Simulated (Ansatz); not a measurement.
**H₅NOSiSn: a ladder of functionals and wavefunction methods**

An exercise on one series of results from a longer session: the logs are not shown, and one member is left open.

Method: functionals in def2-TZVPP, the program's frozen cores in correlated methods; program: Ansatz 0.2.0, Gaussian basis.

The runs, in order: LDA (SPW92), PBE-D4, revPBE-D4, BLYP-D4, r2SCAN-D4, B97M-V, PBE0-D4, B3LYP-D4, r2SCANh-D4, r2SCAN0-D4, HSE06-D4, BHLYP-D4, CAM-B3LYP-D4, LC-ωPBE, ωB97X-V, ωB97M-V, B2PLYP, PBE-QIDH; CCSD(T)/def2-SVP; CCSD(T)/def2-TZVPP; MP2/def2-QZVPP; extrapolation to the limit; RPA on PBE.

### Structure used throughout

All runs share one geometry, relaxed beforehand with PBE0-D4 in a triple-zeta def2 set. Sn takes the def2 core potential; no spin-orbit term is included.

SMILES `[NH2][Sn][O][SiH3]`, 9 atoms, charge 0, spin multiplicity 1.

Atoms are counted from 1 here; the program's logs count them from 0.

Bond lengths: N1–Sn2 2.011 Å, N1–H5 1.010 Å, N1–H6 1.008 Å, Sn2–O3 1.989 Å, O3–Si4 1.623 Å, Si4–H7 1.496 Å, Si4–H8 1.489 Å, Si4–H9 1.489 Å. Angles: Sn2–N1–H5 124.3°, Sn2–N1–H6 124.2°, H5–N1–H6 111.5°, N1–Sn2–O3 95.2°, Sn2–O3–Si4 144.0°, O3–Si4–H7 112.1°, O3–Si4–H8 110.7°, O3–Si4–H9 110.7°, H7–Si4–H8 107.4°, H7–Si4–H9 107.4°, H8–Si4–H9 108.5°.

The first run:

in.yaml

```yaml
crystal:
  periodic: [false, false, false]
  atoms:
    - {symbol: N, position_ang: [-0.671372, 1.493578, -1.238151]}
    - {symbol: Sn, position_ang: [0.551793, 0.169584, -2.130172]}
    - {symbol: O, position_ang: [0.832684, -0.940299, -0.503375]}
    - {symbol: Si, position_ang: [0.448496, -1.088777, 1.066852]}
    - {symbol: H, position_ang: [-0.946626, 1.449691, -0.267609]}
    - {symbol: H, position_ang: [-1.089468, 2.283021, -1.705854]}
    - {symbol: H, position_ang: [-0.480855, -0.008649, 1.522386]}
    - {symbol: H, position_ang: [1.668957, -1.012682, 1.916496]}
    - {symbol: H, position_ang: [-0.225110, -2.391966, 1.322127]}
basis:
  gaussian: {orbitals: def2-TZVPP}
hamiltonian: {xc: lda}
output: {orbitals: {seedname: orbitals}}
```

Steps of the session up to this table: LDA; PBE-D4 (GGA); revPBE-D4 (GGA); BLYP-D4 (GGA); r2SCAN-D4 (meta-GGA); B97M-V (meta-GGA); PBE0-D4 (hybrid); B3LYP-D4 (hybrid); r2SCANh-D4 (hybrid); r2SCAN0-D4 (hybrid); HSE06-D4 (hybrid); BHLYP-D4 (hybrid); CAM-B3LYP-D4 (range-separated); LC-ωPBE-D4 (range-separated; the results give it without D4); ωB97X-V (range-separated); ωB97M-V (range-separated); B2PLYP (double hybrid); PBE-QIDH (double hybrid).

One table of the session follows, with a row left open; its other results are not shown here.

It belongs to the step «Orbital energies across the functionals». 

```
  functional  HOMO (eV)  LUMO (eV)  gap (eV)
 LDA (SPW92)      -6.35      -2.70      3.65
      PBE-D4      -6.15      -2.48      3.67
   revPBE-D4      -6.08      -2.39      3.68
     BLYP-D4      -6.01      -2.41      3.60
   r2SCAN-D4      -6.45      -2.40      4.05
      B97M-V          ?          ?         ?
     PBE0-D4      -7.47      -1.81      5.66
    B3LYP-D4      -7.22      -2.04      5.18
  r2SCANh-D4      -6.94      -2.14      4.80
  r2SCAN0-D4      -7.68      -1.76      5.92
    HSE06-D4      -7.06      -2.17      4.89
    BHLYP-D4      -8.57      -1.11      7.46
CAM-B3LYP-D4      -8.86      -0.91      7.95
     LC-ωPBE     -10.08       0.15     10.23
     ωB97X-V      -9.81       0.06      9.87
     ωB97M-V      -9.77      -0.11      9.66
```

**Question.** Estimate the row for B97M-V.

As computed: HOMO (eV): -6.46; LUMO (eV): -2.45; gap (eV): 4.01. In the column «HOMO (eV)» it lies between r2SCANh-D4 (-6.94) and r2SCAN-D4 (-6.45).
